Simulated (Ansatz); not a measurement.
# H4CO: the cost of one run

Method: DFT r2SCAN+D3(BJ), plane waves, PAW, scalar-relativistic, no spin polarisation, in Ansatz 0.2.0.

### 1 Starting point

The cell holds 36 atoms (C6H24O6): a = 8.055 Å, b = 8.055 Å, c = 8.055 Å, α = 90.00°, β = 90.00°, γ = 90.00°.

The coordinates stand in the first input below.

### 2 Preparing the start

File input.yaml:

```yaml
accuracy: low
crystal:
  lattice:
    - [8.054832, 0.0, 0.0]
    - [0.0, 8.054832, 0.0]
    - [0.0, 0.0, 8.054832]
  atoms:
    - { symbol: C, position: [0.7595907, 0.5970213, 0.1706259] }
    - { symbol: O, position: [0.6563863, 0.4863139, 0.261732] }
    - { symbol: H, position: [0.762187, 0.5505754, 0.043611] }
    - { symbol: H, position: [0.6526661, 0.5258962, 0.3754048] }
    - { symbol: H, position: [0.7105214, 0.7240229, 0.1692268] }
    - { symbol: H, position: [0.8871103, 0.5997654, 0.2182741] }
    - { symbol: C, position: [0.1529969, 0.9253918, 0.7546469] }
    - { symbol: O, position: [0.1196751, 0.8618512, 0.5932163] }
    - { symbol: H, position: [0.0434361, 0.995902, 0.7909992] }
    - { symbol: H, position: [0.2161851, 0.798569, 0.5588172] }
    - { symbol: H, position: [0.1729898, 0.8264195, 0.8459919] }
    - { symbol: H, position: [0.2605716, 1.0088466, 0.7561088] }
    - { symbol: C, position: [0.3380231, 0.239431, 0.4782971] }
    - { symbol: O, position: [0.2272284, 0.1995424, 0.3466118] }
    - { symbol: H, position: [0.2839141, 0.1869103, 0.5905938] }
    - { symbol: H, position: [0.2735918, 0.2454772, 0.2454063] }
    - { symbol: H, position: [0.461481, 0.1849306, 0.4602145] }
    - { symbol: H, position: [0.3514756, 0.3738201, 0.4955523] }
    - { symbol: C, position: [0.5187183, 0.1287046, -0.0092694] }
    - { symbol: O, position: [0.571517, 0.0390713, 0.1335093] }
    - { symbol: H, position: [0.6160058, 0.1131126, -0.101945] }
    - { symbol: H, position: [0.4861382, 0.0516361, 0.2175015] }
    - { symbol: H, position: [0.4021483, 0.0803727, -0.0604026] }
    - { symbol: H, position: [0.5038276, 0.2616988, 0.0158296] }
    - { symbol: C, position: [0.6229764, 0.5222331, 0.7296696] }
    - { symbol: O, position: [0.7529087, 0.4112088, 0.6849617] }
    - { symbol: H, position: [0.5073701, 0.4540653, 0.7127857] }
    - { symbol: H, position: [0.8570193, 0.4700122, 0.6992891] }
    - { symbol: H, position: [0.6312715, 0.5617527, 0.8597025] }
    - { symbol: H, position: [0.6199471, 0.6328235, 0.6502988] }
    - { symbol: C, position: [0.2638881, 0.8994002, 0.28857] }
    - { symbol: O, position: [0.2995429, 0.726561, 0.2806352] }
    - { symbol: H, position: [0.1304514, 0.9097251, 0.308186] }
    - { symbol: H, position: [0.4181354, 0.7150408, 0.2631643] }
    - { symbol: H, position: [0.3276767, 0.9605896, 0.3921364] }
    - { symbol: H, position: [0.2957386, 0.9640588, 0.173054] }
basis:
  ecutwfc: 500.0
kpoints:
  mp_grid: { grid: [1, 1, 1] }
hamiltonian:
  xc: r2scan
  dispersion: d3bj
scf:
  occupations: { method: fermi_dirac, width: 0.02 }
  lower_state_search: "off"
relax:
  f_tol: 0.3
  max_steps: 15
  adjacent_minimum: "off"
```

Command:

```console
$ ansatz run input.yaml --threads 1 --pin off --max-ram 3072MiB --backend cpu --events-out ev --progress --plain --runs-dir out
```

What time and memory should one allow on 1 thread of Arm Neoverse V2, shared host?

About 3.3 min, with a peak of 0.85 GiB.
